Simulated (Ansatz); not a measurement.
# AlCl2F: the cost of one run

Method: PBE0-D4/def2-TZVP structures, single points in def2-TZVPP, no counterpoise correction; program: Ansatz 0.2.0, Gaussian basis.

Levels: SPW92, PBE-D4, BLYP-D4, r2SCAN-D4, B97M-V, PBE0-D4, B3LYP-D4, r2SCAN0-D4, BHLYP-D4, CAM-B3LYP-D4, wB97X-V, wB97M-V, B2PLYP, PBE-QIDH, RPA on PBE, Hartree-Fock, MP2, CCSD, CCSD(T).

Cores are frozen in the correlated methods. B3LYP uses VWN-RPA correlation. B2PLYP carries no dispersion term here.

95 further runs of the same task are left out: 1 that didn't finish, 94 set aside as unsound or not needed. Runs told in other sessions of the task aren't counted.

## (1) Where the work starts

The complex: 9 atoms, charge 0, spin multiplicity 1.

Atoms are counted from 1 here; the program's logs count them from 0.

Bond lengths: Al1–Cl3 2.087 Å, Al1–Cl4 2.086 Å, Al1–H5 1.926 Å, Al1–F6 1.641 Å, Si2–H5 1.518 Å, Si2–H7 1.478 Å, Si2–H8 1.475 Å, Si2–H9 1.478 Å. Angles: Cl3–Al1–Cl4 119.5°, Cl3–Al1–H5 99.7°, Cl3–Al1–F6 118.4°, Cl4–Al1–H5 99.7°, Cl4–Al1–F6 118.4°, H5–Al1–F6 89.6°, H5–Si2–H7 104.4°, H5–Si2–H8 108.8°, H5–Si2–H9 104.3°, H7–Si2–H8 112.9°, H7–Si2–H9 112.8°, H8–Si2–H9 112.9°, Al1–H5–Si2 128.7°.

As a file:

```mol
AlCl2FH4Si
  3D, bonds by distance, orders not assigned

  9  8  0  0  0  0  0  0  0  0999 V2000
   -0.7902   -1.3620    0.4735 Al  0  0
    0.6505    1.2566   -0.3859 Si  0  0
   -1.0117   -1.8336   -1.5471 Cl  0  0
    0.9452   -1.9364    1.4794 Cl  0  0
   -0.4732    0.5322    0.3332 H   0  0
   -2.1401   -1.0604    1.3564 F   0  0
   -0.0371    2.0944   -1.3910 H   0  0
    1.5499    0.2564   -0.9912 H   0  0
    1.3068    2.0528    0.6727 H   0  0
  1  3  8  0
  1  4  8  0
  1  5  8  0
  1  6  8  0
  2  5  8  0
  2  7  8  0
  2  8  8  0
  2  9  8  0
M  END
```

Its parts: AlCl2F holds atoms 1, 3, 4, 6; SiH4 holds atoms 2, 5, 7, 8, 9. Each part counts its atoms afresh in its own runs.

## (2) Relaxing AlCl2F alone

relax-a/in.yaml reads:

```yaml
crystal:
  periodic: [false, false, false]
  atoms:
    - {symbol: Al, position_ang: [-0.790206, -1.362037, 0.473544]}
    - {symbol: Cl, position_ang: [-1.011744, -1.833609, -1.547067]}
    - {symbol: Cl, position_ang: [0.945241, -1.936449, 1.479351]}
    - {symbol: F, position_ang: [-2.140132, -1.060365, 1.356359]}
basis:
  gaussian: {orbitals: def2-TZVP}
hamiltonian: {xc: pbe0, dispersion: d4}
relax: {f_tol: 0.005, max_steps: 200}
```

Command:

```sh
$ ansatz run in.yaml --threads 8 --pin off --events-out ev --progress --plain --max-ram 19148MiB
```

**Question.** How long does this run take on 8 threads of Arm Neoverse V1, shared host?

About 4.5 s.
